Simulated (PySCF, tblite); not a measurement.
**C₆H₇BGeO₃: geometry, infrared bands and NMR shifts**

What infrared bands and NMR shifts should C₆H₇BGeO₃ (`[GeH3][O]c1ccc2c(c1)OBO2`) show?

Computed with tblite 0.8.0 and PySCF 2.14.0, with density-fitted response routines of our own, on a single molecule in the gas phase. Atoms count from 0, in the outputs and in this text.

### 1 The starting structure

18 atoms, charge 0, multiplicity 1; geometry from: force field or distance geometry start.

Bonds of the start (Å): Ge0–O1 1.81, O1–C2 1.42, C2–C3 1.40, C3–C4 1.40, C4–C5 1.39, C5–C6 1.38, C6–C7 1.39, C6–O8 1.38, O8–B9 1.48, B9–O10 1.49, C7–C2 1.42, O10–C5 1.39, Ge0–H11 1.55, Ge0–H12 1.56, Ge0–H13 1.55, C3–H14 1.08, C4–H15 1.08, C7–H16 1.08, B9–H17 1.18.

### 2 Optimising the geometry with GFN2-xTB

Job settings and geometry (Å):

```
{"job": {"kind": "relax", "xc": "GFN2-xTB", "basis": "xTB"}, "charge": 0, "multiplicity": 1}
Ge    -3.430600     0.503600    -0.112800
O     -2.223800    -0.835900    -0.217300
C     -0.820100    -0.673200    -0.133800
C     -0.015700    -1.812500    -0.236000
C      1.383500    -1.722000    -0.156700
C      1.945600    -0.459000    -0.012700
C      1.166900     0.676400     0.075700
C     -0.217900     0.605700     0.023600
O      1.930800     1.821200     0.230300
B      3.316000     1.310900     0.232300
O      3.301000    -0.166900     0.070200
H     -3.295500     1.237700     1.246800
H     -4.872900    -0.081900    -0.217800
H     -3.192600     1.504900    -1.274600
H     -0.475600    -2.785200    -0.345100
H      2.005000    -2.601100    -0.221100
H     -0.802600     1.513200     0.096300
H      4.289700     1.970600     0.334400
```

The run is started by

```
$ OMP_NUM_THREADS=1 python probes_run.py task.json out
```

This one command runs all jobs of the session in turn.

Standard output:

```text
step      E/eV     max force
  0    -867.28518    3.284
  1    -867.63642    1.560
  2    -867.75592    1.004
  3    -867.79621    0.594
  4    -867.83654    0.888
  5    -867.85948    0.741
  6    -867.87967    0.362
  7    -867.88815    0.347
  8    -867.90513    0.580
  9    -867.91953    0.603
 10    -867.93100    0.302
 11    -867.93620    0.191
 12    -867.93919    0.130
 13    -867.94162    0.142
 14    -867.94340    0.116
 15    -867.94448    0.091
 16    -867.94507    0.062
 17    -867.94539    0.041
 18    -867.94561    0.045
 19    -867.94584    0.043
 20    -867.94613    0.060
 21    -867.94645    0.046
 22    -867.94677    0.043
 23    -867.94705    0.047
 24    -867.94735    0.063
 25    -867.94771    0.063
 26    -867.94820    0.055
 27    -867.94882    0.066
 28    -867.94954    0.072
 29    -867.95022    0.084
 30    -867.95073    0.054
 31    -867.95106    0.051
 32    -867.95124    0.039
 33    -867.95133    0.026
 34    -867.95138    0.015
 35    -867.95141    0.016
 36    -867.95144    0.013
 37    -867.95145    0.009
```

Relaxation path: (not every step is listed)

```csv
step,energy from step 0 (eV),largest force (eV/Å)
0,0.0000,3.2842
1,-0.3512,1.5595
2,-0.4707,1.0036
3,-0.5110,0.5938
4,-0.5514,0.8882
5,-0.5743,0.7413
6,-0.5945,0.3617
7,-0.6030,0.3471
8,-0.6200,0.5799
10,-0.6458,0.3021
12,-0.6540,0.1300
14,-0.6582,0.1162
16,-0.6599,0.0618
18,-0.6604,0.0454
20,-0.6610,0.0599
22,-0.6616,0.0429
24,-0.6622,0.0634
26,-0.6630,0.0547
28,-0.6644,0.0719
30,-0.6656,0.0538
32,-0.6661,0.0393
33,-0.6662,0.0258
34,-0.6662,0.0149
35,-0.6662,0.0161
36,-0.6663,0.0128
37,-0.6663,0.0094
```

Distances of close pairs at the start and the end, largest changes first:

```
   bond  before (Å)  after (Å)  change (Å)
 B9–O10       1.487      1.369      -0.117
  O8–B9       1.476      1.375      -0.101
Ge0–H12       1.560      1.487      -0.073
  O1–C2       1.416      1.355      -0.061
Ge0–H13       1.552      1.502      -0.050
Ge0–H11       1.551      1.502      -0.049
 Ge0–O1       1.806      1.760      -0.046
  C2–C7       1.422      1.392      -0.031
```

The final coordinates are the input of the step that follows.

### 3 Harmonic vibrations with GFN2-xTB

Job settings and geometry (Å):

```
{"job": {"kind": "ir", "xc": "GFN2-xTB", "basis": "xTB"}, "charge": 0, "multiplicity": 1}
Ge    -3.412701     0.507553    -0.110032
O     -2.154835    -0.720063    -0.192310
C     -0.809862    -0.572986    -0.126232
C     -0.040845    -1.736750    -0.217809
C      1.341351    -1.704454    -0.162312
C      1.937705    -0.468339    -0.010115
C      1.172572     0.699756     0.083172
C     -0.205604     0.671124     0.026630
O      2.009829     1.759180     0.226653
B      3.279962     1.231355     0.219918
O      3.254401    -0.130281     0.075838
H     -3.342630     1.216750     1.211924
H     -4.604592    -0.371707    -0.246685
H     -3.248622     1.474919    -1.246897
H     -0.559422    -2.675117    -0.335062
H      1.928957    -2.604884    -0.234573
H     -0.801798     1.570775     0.096818
H      4.247375     1.859486     0.322754
```

Standard output:

```text
mode    cm-1     km/mol
  1      48.6      1.01
  2      86.4      1.19
  3     126.5      1.45
  4     175.5      1.05
  5     223.1      0.12
  6     248.7     10.67
  7     339.4      0.95
  8     401.8      9.35
  9     402.8      0.27
 10     435.7      0.89
 11     523.4      5.00
 12     525.3     45.11
 13     567.4     98.32
 14     608.4      2.61
 15     610.3     91.13
 16     643.2     80.99
 17     699.8      1.53
 18     735.2    210.53
 19     750.5    162.28
 20     751.2     70.71
 21     782.6      0.60
 22     793.0     39.99
 23     813.9    178.94
 24     820.2    139.27
 25     846.4      0.00
 26     852.8     22.89
 27     898.6     15.60
 28     899.3      0.15
 29     972.8     58.22
 30    1052.3     68.67
 31    1087.3     32.27
 32    1127.0     37.59
 33    1152.2    319.47
 34    1204.5    182.18
 35    1220.3     84.64
 36    1306.1     60.39
 37    1340.1      9.73
 38    1435.7    174.53
 39    1461.7    152.57
 40    1583.9     15.31
 41    1611.3     51.25
 42    1942.8     90.65
 43    2002.8    512.64
 44    2106.3    343.26
 45    2768.2     99.76
 46    3053.2     34.66
 47    3106.1      7.48
 48    3116.0     12.64
```

Which atoms move in the most intense modes:

```csv
cm⁻¹,km/mol,atoms
735,210.5,"C4 18 %, O10 14 %, H12 12 %, B9 11 %"
750,162.3,"H12 19 %, H13 15 %, H11 15 %, O8 15 %"
814,178.9,"H16 26 %, H12 16 %, H14 14 %"
1152,319.5,"H16 34 %, O1 11 %, C2 11 %, O8 10 %"
1204,182.2,"C5 20 %, B9 14 %, O10 13 %, C6 11 %"
1436,174.5,"C6 22 %, C4 21 %, C5 17 %, C7 15 %"
2003,512.6,"H13 49 %, H11 49 %"
2106,343.3,H12 92 %
```

### 4 Shielding tensors: PBE0/pcSseg-1

The job, as its differences from that of step 3:

```diff
@@ -1,2 +1,2 @@
-{"job": {"kind": "ir", "xc": "GFN2-xTB", "basis": "xTB"}, "charge": 0, "multiplicity": 1}
+{"job": {"kind": "nmr", "xc": "PBE0", "basis": "pcSseg-1"}, "charge": 0, "multiplicity": 1}
 Ge    -3.412701     0.507553    -0.110032
```

With the program's defaults for keys left out, this is: GIAO PBE0/pcSseg-1 NMR shielding, non-relativistic, gas phase.

Standard output:

```text
coarse grid: 76520 points
cycle   1  E = -2559.1946692168  dE =  1.733e+00  |g| = 1.248e+00  |ddm| = 4.527e+00
cycle   2  E = -2558.9309579483  dE =  2.637e-01  |g| = 1.712e+00  |ddm| = 2.080e+00
cycle   3  E = -2559.3668610063  dE = -4.359e-01  |g| = 3.068e-01  |ddm| = 1.572e+00
cycle   4  E = -2559.3838269389  dE = -1.697e-02  |g| = 9.232e-02  |ddm| = 3.306e-01
cycle   5  E = -2559.3852132306  dE = -1.386e-03  |g| = 3.092e-02  |ddm| = 1.003e-01
cycle   6  E = -2559.3854076897  dE = -1.945e-04  |g| = 7.514e-03  |ddm| = 3.113e-02
cycle   7  E = -2559.3854189309  dE = -1.124e-05  |g| = 1.834e-03  |ddm| = 8.547e-03
cycle   8  E = -2559.3854196863  dE = -7.554e-07  |g| = 7.652e-04  |ddm| = 2.322e-03
final grid: 162728 points
cycle   9  E = -2559.3854677516  dE =  1.495e-07  |g| = 1.204e-03  |ddm| = 3.412e-03
cycle  10  E = -2559.3854670727  dE =  6.788e-07  |g| = 2.051e-03  |ddm| = 2.851e-03
cycle  11  E = -2559.3854680802  dE = -1.007e-06  |g| = 1.582e-04  |ddm| = 1.876e-03
cycle  12  E = -2559.3854680852  dE = -4.974e-09  |g| = 1.709e-05  |ddm| = 1.408e-04
cycle  13  E = -2559.3854680853  dE = -5.275e-11  |g| = 7.318e-06  |ddm| = 2.035e-05
converged SCF energy = -2559.3854680853

GIAO shielding tensors (ppm)
atom      isotropic    diamagn.    paramagn.     s11        s22        s33       span
  0 Ge    1425.321    2755.924   -1330.603   1318.877   1329.915   1627.169    308.292
  1 O      245.966     406.171    -160.206    157.976    276.366    303.556    145.580
  2 C       25.414     255.599    -230.185    -57.504     20.331    113.415    170.919
  3 C       68.415     254.217    -185.802    -15.661     58.749    162.158    177.820
  4 C       68.804     255.484    -186.680    -12.111     44.569    173.955    186.066
  5 C       38.216     264.343    -226.127    -34.349     35.101    113.895    148.244
  6 C       31.270     255.044    -223.774    -44.581     25.106    113.284    157.865
  7 C       84.320     259.736    -175.416     23.893     66.715    162.353    138.460
  8 O      110.355     392.715    -282.360    -32.010     81.078    281.995    314.005
  9 B       73.706     197.773    -124.067     59.256     72.154     89.708     30.451
 10 O      115.196     393.422    -278.226    -34.047     92.879    286.755    320.802
 11 H       26.511      28.634      -2.123     20.098     22.442     36.993     16.895
 12 H       26.775      28.130      -1.355     19.249     22.653     38.422     19.173
 13 H       26.509      28.581      -2.072     20.092     22.446     36.989     16.897
 14 H       24.559      31.894      -7.335     19.961     25.180     28.535      8.573
 15 H       24.218      30.265      -6.048     20.024     25.858     26.771      6.747
 16 H       25.025      34.291      -9.266     19.438     24.822     30.815     11.377
 17 H       26.993      28.751      -1.758     23.452     26.508     31.019      7.567
```

Wall time 89 s (1 thread, shared host).

The references, computed at this level on geometries of the same kind, shield at (ppm): 1H TMS 31.72, 13C TMS 186.9, 17O H2O 336.1, 11B BF3·OEt2 100.1, 73Ge GeMe4 1331. Their shielding less the atom's gives the shift. The references are single molecules in the gas phase, so shifts against H2O, NH3, PH3, H3PO4 or CFCl3 are not on the usual liquid scales and can be off by tens of ppm. Atoms listed in one row are averaged.

```csv
atoms,environment,σ (ppm),δ (ppm)
C2,aromatic carbon bearing oxygen,25.4,161.5
C6,aromatic carbon bearing oxygen,31.3,155.7
C5,aromatic carbon bearing oxygen,38.2,148.7
C3,aromatic CH,68.4,118.5
C4,aromatic CH,68.8,118.1
C7,aromatic CH,84.3,102.6
H15,hydrogen on an aromatic CH,24.22,7.50
H14,hydrogen on an aromatic CH,24.56,7.16
H16,hydrogen on an aromatic CH,25.03,6.69
"H11, H12, H13",hydrogen on a germanium bonded to O,26.60,5.12
H17,"hydrogen on a boron bonded to 2 O, in a 5-membered ring",26.99,4.72
Ge0,"germanium bonded to O, 3 H",1425,-94
O8,"oxygen bonded to C, B, in a 5-membered ring",110.4,225.7
O10,"oxygen bonded to C, B, in a 5-membered ring",115.2,220.9
O1,"oxygen bonded to C, Ge",246.0,90.1
B9,"boron bonded to 2 O, H, in a 5-membered ring",73.7,26.4
```

The run also stored atomic charges by several schemes (e):

```
atoms  Mulliken    IAO  Hirshfeld  ESP fit
  Ge0      0.50   0.73       0.41     0.46
   O1     -0.72  -0.56      -0.21    -0.41
   C2      0.32   0.21       0.07     0.43
   C3     -0.11  -0.19      -0.08    -0.39
   C4     -0.05  -0.17      -0.06    -0.25
   C5      0.17   0.13       0.04     0.22
   C6      0.21   0.17       0.06     0.40
   C7     -0.16  -0.24      -0.09    -0.55
   O8     -0.45  -0.35      -0.15    -0.43
   B9      0.48   0.38       0.22     0.54
  O10     -0.45  -0.35      -0.15    -0.42
```

Mayer bond orders: Ge0–O1 0.76, O1–C2 0.91, C2–C3 1.42, C3–C4 1.45, C4–C5 1.42, C5–C6 1.35, C6–C7 1.43, C6–O8 0.92, O8–B9 1.16, B9–O10 1.18, C7–C2 1.36, O10–C5 0.89.

Ring of atoms C2, C3, C4, C5, C6, C7: NICS(0) -11.4, NICS(1) -11.3, NICS(1)zz -26.3 ppm (means of both faces).

Ring of atoms C5, C6, O8, B9, O10: NICS(0) -6.4, NICS(1) -5.7, NICS(1)zz -12.6 ppm (means of both faces).

Orbitals, density, ELF and potential are computed afterwards from the orbital file.

Frontier orbitals at PBE0/pcSseg-1, with the share of their density that lies nearest to each atom:

```csv
orbital,energy (eV),lies on
HOMO,-6.35,"C5 20 %; C2, C3 about 15 % each; O1 15 %"
LUMO,-0.47,"C4, C7 about 19 % each; C3, C6 about 11 % each; B9 10 %"
```

ELF in a plane through or near 16 of the atoms.

Ten even steps from '0' (0.00) to '9' (1.00):
```
0000000000000000000000000000
0000000000000000000000000000
0000000000000001000000000000
0000000007840079500000000000
0000000069990499920000000000
0000000049994599600000000000
0000000004657246015300210000
0000014413846468278502995000
0000038864472381664508999000
0000028236261162677318999200
0000004882865528124451999100
0001454012515537202462442000
0005999818775589802211100000
0007999646470199901332000000
0002999217970059400000000000
0000386002530000000000000000
0000000000000000000000000000
0000000000000000000000000000
0000000000000000000000000000
0000000000000000000000000000
```
The map spans 14.4 Å across and 10.6 Å up, centred on the molecule. Atoms in the plane (x, y in Å): Ge0 (3.4, -0.6), O1 (2.2, 0.7), C2 (0.8, 0.6), C3 (0.1, 1.7), C4 (-1.3, 1.7), C5 (-1.9, 0.5), C6 (-1.2, -0.7), C7 (0.2, -0.7), O8 (-2.0, -1.7), B9 (-3.3, -1.2), O10 (-3.3, 0.2), H12 (4.6, 0.3), H14 (0.6, 2.7), H15 (-1.9, 2.6), H16 (0.8, -1.6), H17 (-4.3, -1.8).

On the surface of density 0.002 e/bohr³ the electrostatic potential runs, from the 1st to the 99th percentile, from -1.00 V near O10 to 1.44 V near H11.

### 5 What came out

| quantity | value |
| --- | --- |
| strongest single infrared mode (GFN2-xTB) | 2003 cm⁻¹, 513 km/mol |
| zero-point energy (GFN2-xTB) | 71.9 kcal/mol |
| 13C shifts against TMS (PBE0/pcSseg-1) | 161.5, 155.7, 148.7, 118.5, 118.1, 102.6 ppm |
| 1H shifts against TMS (PBE0/pcSseg-1, means over atoms taken as alike) | 7.50, 7.16, 6.69, 5.12, 4.72 ppm |
| 73Ge shifts against GeMe4 (PBE0/pcSseg-1) | -94 ppm |
| 17O shifts against H2O (PBE0/pcSseg-1) | 225.7, 220.9, 90.1 ppm |
| 11B shifts against BF3·OEt2 (PBE0/pcSseg-1) | 26.4 ppm |
| surface potential, 1st and 99th percentile | -1.00 V and 1.44 V |

What this shows: Over 37 steps the energy fell by 0.666 eV; of the close pairs, B9–O10 changed most, 1.487 to 1.369 Å. No mode is imaginary among the 48: a minimum at this level. The strongest single mode, at 2003 cm⁻¹, moves mainly H13 and H11. GFN2-xTB is a fitted tight-binding method: band positions and strengths are rough. Its intensities can rank the bands wrongly. NICS(1)zz of -26 ppm above the planar ring from C2 marks a diatropic (aromatic) ring current. At PBE0/pcSseg-1, counted by nearest atom on the grid, the HOMO lies on C5 20 %; C2, C3 about 15 % each, the LUMO on C4, C7 about 19 % each; C3, C6 about 11 % each. Spin-orbit coupling is left out, which matters for shieldings and couplings at and beside the heavy atoms.
